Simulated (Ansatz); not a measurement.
AlBH2O2, SMILES O[B]1[O][AlH]1: an atomisation energy, run with the Ansatz DFT code, driven from Python.

Script `tae.py`:
```python
# -*- coding: utf-8 -*-
"""Atomisation energy of AlBH2O2 at the given geometry."""

from collections import Counter

import ansatz as az

BASIS_SET = "def2-TZVP"
FUNCTIONAL = "r2scan"


def total_energy(molecule, charge=0, unpaired=0):
    calc = (
        molecule.calculation()
        .basis(gaussian=BASIS_SET)  # atom-centred Gaussian functions
        .functional(FUNCTIONAL)
    )
    if charge:
        calc = calc.charge(charge)
    if unpaired:
        calc = calc.spin("collinear", total=unpaired)
    report = calc.run().report
    if report["published_state_doubts"]:
        print("  doubts:", report["published_state_doubts"])
    return report["free_energy_ev"]

molecule = (
    az.Crystal.molecule()
    .atom("O", (1.2469, -0.0916, -1.3902))
    .atom("B", (0.4052, -0.3851, -0.2222))
    .atom("O", (0.2581, -0.9263, 1.1485))
    .atom("Al", (-0.9045, 0.3156, 1.1691))
    .atom("H", (0.8463, -0.6454, -2.1304))
    .atom("H", (-1.8099, 1.6686, 1.379))
)

# unpaired electrons of the ground-state atoms
unpaired = {"O": 2, "B": 1, "Al": 1, "H": 1}
counts = Counter(site.symbol for site in molecule.cartesian_sites)
atom_energy = {s: total_energy(az.Crystal.molecule().atom(s, (0, 0, 0)), 0, unpaired[s]) for s in counts}
whole = total_energy(molecule, 0, 0)
for s, e in atom_energy.items():
    print(f"{s:2s} x{counts[s]}  {e:14.5f} eV")
print(f"AlBH2O2: {whole:.5f} eV")
split = sum(counts[s] * e for s, e in atom_energy.items()) - whole
print(f"atomisation energy (no zero-point term): {23.060548 * split:.1f} kcal/mol, {split / sum(counts.values()):.3f} eV an atom")
```

What does it cost to take this molecule apart into atoms?

503.3 kcal/mol from the electronic energies, without the zero-point term.

What the script printed:

`python tae.py` gives:
```text
O  x2     -2042.44896 eV
B  x1      -670.40004 eV
Al x1     -6594.15027 eV
H  x2       -13.60370 eV
AlBH2O2: -11398.47964 eV
atomisation energy (no zero-point term): 503.3 kcal/mol, 3.637 eV an atom
```

Caveats:
- Total energies depend on the basis set; only differences at equal settings carry meaning.
- The geometry is a force-field or estimated start, not a minimum of this method, and the basis set is short of its limit. All parts are taken at fixed geometry, without zero-point energy.
- It ran for 8.7 s on 1 thread of Arm Neoverse V1 (shared host), peak memory 0.22 GiB.

(A comment or docstring line of the script was reworded after the run, the code is as it ran; lines on the test bed's own set-up are left out of the output.)
